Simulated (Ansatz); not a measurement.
# C₂H₁₀AlN: a ladder of functionals and wavefunction methods

How much do the methods differ for C₂H₁₀AlN? The plan is to run it at one geometry with functionals of several rungs and with coupled cluster. The yardstick is the atomisation energy at the CCSD(T) limit.

Method: functionals in def2-TZVPP, the program's frozen cores in correlated methods; program: Ansatz 0.2.0, Gaussian basis.

Plan: LDA (SPW92), PBE-D4, revPBE-D4, BLYP-D4, r2SCAN-D4, B97M-V, PBE0-D4, B3LYP-D4, r2SCANh-D4, r2SCAN0-D4, HSE06-D4, BHLYP-D4, CAM-B3LYP-D4, LC-ωPBE, ωB97X-V, ωB97M-V, B2PLYP, PBE-QIDH; CCSD(T)/def2-SVP; CCSD(T)/def2-TZVPP; MP2/def2-QZVPP; extrapolation to the limit; RPA on PBE.

**1. The relaxed structure**

All runs share one geometry, relaxed beforehand with PBE0-D4 in a triple-zeta def2 set.

SMILES `C[NH+](C)[AlH3-]`, 14 atoms, charge 0, spin multiplicity 1.

Atoms are counted from 1 here; the program's logs count them from 0.

Bond lengths: C1–N2 1.467 Å, C1–H5 1.090 Å, C1–H6 1.094 Å, C1–H7 1.091 Å, N2–C3 1.467 Å, N2–Al4 2.045 Å, N2–H8 1.016 Å, C3–H9 1.091 Å, C3–H10 1.090 Å, C3–H11 1.094 Å, Al4–H12 1.606 Å, Al4–H13 1.606 Å, Al4–H14 1.606 Å. Angles: N2–C1–H5 109.3°, N2–C1–H6 111.5°, N2–C1–H7 108.5°, H5–C1–H6 109.8°, H5–C1–H7 108.4°, H6–C1–H7 109.2°, C1–N2–C3 112.0°, C1–N2–Al4 111.2°, C1–N2–H8 108.5°, C3–N2–Al4 111.2°, C3–N2–H8 108.5°, Al4–N2–H8 105.3°, N2–C3–H9 108.5°, N2–C3–H10 109.3°, N2–C3–H11 111.5°, H9–C3–H10 108.4°, H9–C3–H11 109.2°, H10–C3–H11 109.8° and more.

**2. LDA**

This LDA is Slater exchange with PW92 correlation.

in.yaml

```yaml
crystal:
  periodic: [false, false, false]
  atoms:
    - {symbol: C, position_ang: [-0.235835, 1.118549, -0.934506]}
    - {symbol: N, position_ang: [-0.410593, 0.126109, 0.132080]}
    - {symbol: C, position_ang: [0.299286, 0.506412, 1.358653]}
    - {symbol: Al, position_ang: [0.147065, -1.738825, -0.496487]}
    - {symbol: H, position_ang: [-0.811404, 0.813656, -1.807937]}
    - {symbol: H, position_ang: [-0.552197, 2.114737, -0.610710]}
    - {symbol: H, position_ang: [0.819122, 1.149390, -1.209877]}
    - {symbol: H, position_ang: [-1.402032, 0.051641, 0.343514]}
    - {symbol: H, position_ang: [1.369833, 0.518690, 1.150043]}
    - {symbol: H, position_ang: [0.107074, -0.237335, 2.131299]}
    - {symbol: H, position_ang: [-0.009793, 1.495436, 1.710261]}
    - {symbol: H, position_ang: [-0.211220, -2.591469, 0.815879]}
    - {symbol: H, position_ang: [1.700382, -1.452636, -0.788094]}
    - {symbol: H, position_ang: [-0.822588, -1.903454, -1.765519]}
basis:
  gaussian: {orbitals: def2-TZVPP}
hamiltonian: {xc: lda}
output: {orbitals: {seedname: orbitals}}
```

Further steps of the session: PBE-D4 (GGA); revPBE-D4 (GGA); BLYP-D4 (GGA); r2SCAN-D4 (meta-GGA); B97M-V (meta-GGA); PBE0-D4 (hybrid); B3LYP-D4 (hybrid); r2SCANh-D4 (hybrid); r2SCAN0-D4 (hybrid); HSE06-D4 (hybrid); BHLYP-D4 (hybrid); CAM-B3LYP-D4 (range-separated); LC-ωPBE-D4 (range-separated); ωB97X-V (range-separated); ωB97M-V (range-separated); B2PLYP (double hybrid); PBE-QIDH (double hybrid); CCSD(T) in def2-SVP; CCSD(T) in def2-TZVPP; MP2 in def2-QZVPP; RPA on PBE orbitals.

Q: Predict the results of all the runs planned. Wanted: atomisation energy, CCSD(T)/CBS; farthest beyond LDA; mean size of error, GGA; mean size of error, meta-GGA; mean size of error, hybrid; mean size of error, range-separated; mean size of error, double hybrid; gap, smallest and largest; T1 diagnostic.

The runs gave:

| quantity | value |
| --- | --- |
| atomisation energy, CCSD(T)/CBS | 48.578 eV |
| functionals within 0.243 eV (0.5 %) | PBE-D4, r2SCAN-D4, B3LYP-D4, HSE06-D4, ωB97X-V, ωB97M-V |
| farthest beyond LDA | BHLYP-D4 (-0.866 eV) |
| mean size of error, GGA | 0.367 eV |
| mean size of error, meta-GGA | 0.229 eV |
| mean size of error, hybrid | 0.391 eV |
| mean size of error, range-separated | 0.216 eV |
| mean size of error, double hybrid | 0.573 eV |
| gap, smallest and largest | 5.24 eV (LDA (SPW92)), 12.36 eV (LC-ωPBE) |
| T1 diagnostic | 0.0088 |
| triples share of the correlation energy | 3.3 % |

In words: The LDA atomisation energy is off by 5.838 eV (12 %): it overbinds. PBE-D4 misses by +0.198 eV. Double hybrids carry the basis error of their MP2 part in triple zeta, and no dispersion term here, so their miss is partly the set-up's. The rungs range-separated, meta-GGA miss on average by less than the doubt on the reference (0.243 eV), so they tie. The reference freezes the cores and leaves out relativity and excitations past (T), so misses under about 0.243 eV can't be ranked. Hartree-Fock recovers 74 % of the binding; the rest is correlation. CCSD(T) in def2-SVP is off by -2.226 eV, so the small basis spoils what the method gains. The gap grows from 5.2 to 12.4 eV across the functionals, mostly with the share of exact exchange.
